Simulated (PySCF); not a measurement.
# C2H6Tl (Tl(CH3)2+): the cost of one run

Computed with PySCF 2.14.0. Level: PBE0, Tl def2-SVP with ECP60, C def2-SVP, H def2-SVP; scalar-relativistic core potentials, no spin–orbit coupling.

1 further run of the same task is left out (for a known fault of the program).

### Step 1. Starting geometry

9 atoms, charge 1, spin multiplicity 1.

Bond lengths: Tl1–C2 2.140 Å, Tl1–C6 2.140 Å, C2–H3 1.099 Å, C2–H4 1.099 Å, C2–H5 1.099 Å, C6–H7 1.099 Å, C6–H8 1.099 Å, C6–H9 1.099 Å. Angles: C2–Tl1–C6 179.9°, Tl1–C2–H3 108.1°, Tl1–C2–H4 108.1°, Tl1–C2–H5 108.1°, H3–C2–H4 110.8°, H3–C2–H5 110.8°, H4–C2–H5 110.8°, Tl1–C6–H7 108.1°, Tl1–C6–H8 108.1°, Tl1–C6–H9 108.1°, H7–C6–H8 110.8°, H7–C6–H9 110.8°, H8–C6–H9 110.8°.

Geometry (Å):

```
Tl    0.0000    0.0000    0.7920
C     2.1395    0.0000    0.7893
H     2.4792    0.0000   -0.2557
H     2.4822    0.9045    1.3108
H     2.4822   -0.9045    1.3108
C    -2.1395    0.0000    0.7893
H    -2.4792    0.0000   -0.2557
H    -2.4822   -0.9045    1.3108
H    -2.4822    0.9045    1.3108
```

Formal oxidation states: Tl +3. An earlier session relaxed this geometry at PBE0, Tl def2-SVP with ECP60, C def2-SVP, H def2-SVP (singlet, point group D3h).

Its energy there is -251.901132 Eh.

### Step 2. One electron removed, multiplicity 2

Input file run.py (the lines that set the calculation):

```python
mol = gto.M(atom='''
Tl     0.00000     0.00000     0.79199
C      2.13950     0.00000     0.78935
H      2.47923     0.00000    -0.25570
H      2.48216     0.90446     1.31077
H      2.48216    -0.90446     1.31077
C     -2.13950     0.00000     0.78935
H     -2.47923     0.00000    -0.25570
H     -2.48216    -0.90446     1.31077
H     -2.48216     0.90446     1.31077''',
    basis={'Tl': 'def2-SVP', 'C': 'def2-SVP', 'H': 'def2-SVP'},
    ecp={'Tl': 'def2-SVP'},
    charge=2, spin=1)
mf = dft.UKS(mol, xc='PBE0')
mf.grids.atom_grid = (50, 194)
mf = mf.density_fit()  # fitting sets: Tl def2-universal-JKFIT, C def2-universal-JKFIT, H def2-universal-JKFIT
mf.conv_tol = 1e-08; mf.max_cycle = 55
mf.kernel(dm0)  # dm0: the density of the relaxed state
```

Command:

```bash
$ OMP_NUM_THREADS=2 python run.py
```

**Question.** How long does this run take on 2 threads of Intel Xeon Platinum 8259CL at 2.50GHz (Skylake/Cascade Lake), shared host?

About 2.7 s.
